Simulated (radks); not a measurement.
**Dipole-allowed lines with 36 electrons: Zr⁴⁺, Nb⁵⁺, Mo⁶⁺, Tc⁷⁺**

One table from this session's results is given with a row withheld; the runs are named, their logs left out.

Program: radks (a radial shooting solver on a logarithmic mesh, Libxc functionals) version 1. Level of theory: scalar-relativistic Kohn-Sham, LB94 model potential, spin-polarised, spherical densities, finite nucleus. These are calculated values, not measurements, unless marked.

1 further run of the same task is left out (set aside as unsound or not needed).

## Starting point

| Property | Result |
| --- | --- |
| species | Zr⁴⁺ ([Kr]), Nb⁵⁺ ([Kr]), Mo⁶⁺ ([Kr]), Tc⁷⁺ ([Kr]) |

LB94 adds a gradient term to the LDA potential that gives it a −1/r tail. It is a model potential with no energy functional, so Etot and Exc are not given.

The first run:

Settings of this run:

```text
Z 40
configuration [Kr] 5s0 4d0 5p0 4f0
relativity scalar-relativistic
functional lda,pw
model_potential LB94
spin polarised
nucleus finite rms 4.2694 fm
c 137.035999084
response adiabatic LDA kernel, real frequencies
```

Launch:

```sh
> python run_ks.py task.json out
```

All runs below come from this command, one after another.

Steps of the session up to this table: Zr⁴⁺, [Kr]; Nb⁵⁺, [Kr]; Mo⁶⁺, [Kr]; Tc⁷⁺, [Kr].

One of the session's tables, all rows but one given; the rest of the session is left out.

| species | −ε(HOMO) (eV) | first line (eV) | strongest line (eV) | static α (bohr³) |
| --- | --- | --- | --- | --- |
| Zr⁴⁺ | 80.822 | 40.044 | 40.044 | 3.025 |
| Nb⁵⁺ | ? | ? | ? | ? |
| Mo⁶⁺ | 126.38 | 51.032 | 51.032 | 1.809 |
| Tc⁷⁺ | 152.03 | 56.273 | 56.273 | 1.452 |

**Question.** Estimate the row for Nb⁵⁺.

**Answer.** −ε(HOMO) (eV): 102.63; first line (eV): 45.644; strongest line (eV): 45.644; static α (bohr³): 2.306. In the column «−ε(HOMO) (eV)» it lies between Zr⁴⁺ (80.822) and Mo⁶⁺ (126.38).

In words: In Zr⁴⁺ the response moves the first line 7.886 eV above the bare orbital gap, and the lines found carry 91 % of the static polarisability. Very weak lines can be missed, and lines above minus the highest eigenvalue dissolve into this model's continuum.
